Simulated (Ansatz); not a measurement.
# GeAsH2+ (triplet): wave-function methods side by side, cc-pVTZ

An exercise on one series of results from a longer session: the logs are not shown, and one member is left open.

Method: cc-pVTZ, core rule «outside noble gas», up to 28 orbitals frozen; program: Ansatz 0.2.0, Gaussian basis.

Plan: UHF; CCSD(T) on ROHF; CCSD(T) on UHF; BCCD(T) on ROHF; CCSDT(Q) on ROHF; CCSDT(Q) on UHF; CASSCF and MRCISD+Q, 10 electrons in 10 orbitals; CASSCF and NEVPT2, 10 electrons in 10 orbitals.

3 further runs of the same task are left out: 3 set aside as unsound or not needed.

**What is computed**

The geometry is a PBE0/def2-TZVP stationary point (not a proven minimum) of the parent state, kept for this charge and spin. No spin-orbit coupling is included. The filled d shell of Ge, As may be among the frozen orbitals whatever the setting's name suggests; the logs give the count.

4 atoms, charge 1, spin multiplicity 3.

Atoms are counted from 1 here; the program's logs count them from 0.

Bond lengths: Ge1–As2 2.536 Å, As2–H3 1.528 Å, As2–H4 1.528 Å. Angles: Ge1–As2–H3 101.5°, Ge1–As2–H4 101.5°, H3–As2–H4 91.4°.

Set-up of the first run:

The input, in.yaml:

```yaml
crystal:
  periodic: [false, false, false]
  atoms:
    - {symbol: Ge, position_ang: [0.023811, 0.000000, 1.308474]}
    - {symbol: As, position_ang: [-0.049053, 0.000000, -1.226664]}
    - {symbol: H, position_ang: [0.965114, 1.093504, -1.559579]}
    - {symbol: H, position_ang: [0.965111, -1.093507, -1.559579]}
basis:
  gaussian: {orbitals: cc-pVTZ}
total_charge: 1
magnetization: {spin_polarized: true, initial_magnetization: 2}
hamiltonian: {xc: hf}
output: {orbitals: {seedname: orbitals}}
```

The run is started by

```bash
$ ansatz run in.yaml --threads 1 --pin off --events-out ev --progress --plain --max-ram 4096MiB --backend cpu
```

Among the steps run: UHF; CCSD(T) on ROHF; CCSD(T) on UHF; BCCD(T) on ROHF; CCSDT(Q) on ROHF; CCSDT(Q) on UHF; CASSCF and MRCISD+Q, 10 electrons in 10 orbitals; CASSCF and NEVPT2, 10 electrons in 10 orbitals.

One table of the session follows, with a row left open; its other results are not shown here.

| method | from UCCSDT(Q) (kcal/mol) |
| --- | --- |
| ROHF | +147.07 |
| UHF | +140.86 |
| RMP2 | +28.23 |
| UMP2 | +29.42 |
| RCCSD | +6.84 |
| UCCSD | +6.47 |
| RCCSD(T) | +1.36 |
| UCCSD(T) | +1.20 |
| BCCD(T) | +1.37 |
| RCCSDT | +0.49 |
| UCCSDT | +0.26 |
| RCCSDT(Q) | +0.23 |
| UCCSDT(Q) | 0 |
| CASSCF valence | ? |
| NEVPT2 valence | +23.66 |
| MRCISD valence | +8.93 |
| MRCISD+Q valence | +1.32 |

Q: Estimate the row for CASSCF valence from the others.

The run gave: from UCCSDT(Q) (kcal/mol): +102.63. In the column «from UCCSDT(Q) (kcal/mol)» it lies between UMP2 (+29.42) and UHF (+140.86).

Caveats from the session: Restricted and unrestricted rows rest on different reference determinants; where their highest levels disagree by more than a few hundredths of an eV, they describe different states and don't form one ladder.
